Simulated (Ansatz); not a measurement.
# BGaH6OSSi: basis-set convergence

An exercise on one series of results from a longer session: the logs are not shown, and one member is left open.

Program: Ansatz 0.2.0, Gaussian basis. Level of theory: one geometry, several basis sets. These are calculated values, not measurements.

Levels to be run: PBE0-D4/def2-SVP; ωB97M-V/def2-SVP; PBE0-D4/def2-QZVPP; ωB97M-V/def2-QZVPP; the functionals' def2-TZVPP values are taken from earlier runs.

**Structure used throughout**

The geometry comes from an earlier relaxation with PBE0-D4 in a triple-zeta def2 set; it is a stationary point, not always the lowest conformer.

11 atoms, charge 0, spin multiplicity 1.

Atoms are counted from 1 here; the program's logs count them from 0.

Bond lengths: O1–Si2 1.638 Å, O1–H6 0.959 Å, Si2–S3 2.273 Å, Si2–B4 1.918 Å, Si2–H7 1.488 Å, S3–B4 2.034 Å, S3–H8 1.349 Å, B4–Ga5 2.074 Å, B4–H9 1.195 Å, Ga5–H10 1.581 Å, Ga5–H11 1.578 Å. Angles: Si2–O1–H6 118.7°, O1–Si2–S3 113.3°, O1–Si2–B4 120.6°, O1–Si2–H7 109.7°, S3–Si2–B4 57.3°, S3–Si2–H7 104.3°, B4–Si2–H7 129.6°, Si2–S3–B4 52.5°, Si2–S3–H8 92.6°, B4–S3–H8 102.1°, Si2–B4–S3 70.2°, Si2–B4–Ga5 110.3°, Si2–B4–H9 121.9°, S3–B4–Ga5 108.6°, S3–B4–H9 113.4°, Ga5–B4–H9 120.8°, B4–Ga5–H10 123.6°, B4–Ga5–H11 120.0° and more.

Set-up of the first run:

in.yaml reads:

```yaml
crystal:
  periodic: [false, false, false]
  atoms:
    - {symbol: O, position_ang: [-1.188130, -0.215046, 1.712333]}
    - {symbol: Si, position_ang: [0.261904, -0.592131, 1.050193]}
    - {symbol: S, position_ang: [0.092593, -1.523330, -1.016287]}
    - {symbol: B, position_ang: [0.870634, 0.293667, -0.538268]}
    - {symbol: Ga, position_ang: [-0.479815, 1.761917, -1.105222]}
    - {symbol: H, position_ang: [-1.635861, -0.873342, 2.247129]}
    - {symbol: H, position_ang: [0.932552, -1.636776, 1.870368]}
    - {symbol: H, position_ang: [1.139348, -2.345924, -0.798762]}
    - {symbol: H, position_ang: [2.031744, 0.395742, -0.799491]}
    - {symbol: H, position_ang: [-1.874828, 1.453011, -1.781081]}
    - {symbol: H, position_ang: [-0.150141, 3.282232, -0.840932]}
basis:
  gaussian: {orbitals: def2-SVP}
hamiltonian: {xc: pbe0, dispersion: d4}
output: {orbitals: {seedname: orbitals}}
```

Run with:

```sh
$ ansatz run in.yaml --threads 4 --pin off --events-out ev --progress --plain --max-ram 10444MiB
```

Steps of the session up to this table: PBE0-D4 in def2-SVP; ωB97M-V in def2-SVP; PBE0-D4 in def2-QZVPP; ωB97M-V in def2-QZVPP.

One of the session's tables, all rows but one given; the rest of the session is left out.

It belongs to the step «Density functionals: the series». 

| functional | basis | HOMO (eV) |
| --- | --- | --- |
| PBE0-D4 | def2-SVP | ? |
| PBE0-D4 | def2-TZVPP | -6.66 |
| PBE0-D4 | def2-QZVPP | -6.68 |
| ωB97M-V | def2-SVP | -8.58 |
| ωB97M-V | def2-TZVPP | -8.67 |
| ωB97M-V | def2-QZVPP | -8.69 |

Estimate the missing values for PBE0-D4, def2-SVP.

The run gave: HOMO (eV): -6.60. In the column «HOMO (eV)» it is the highest.
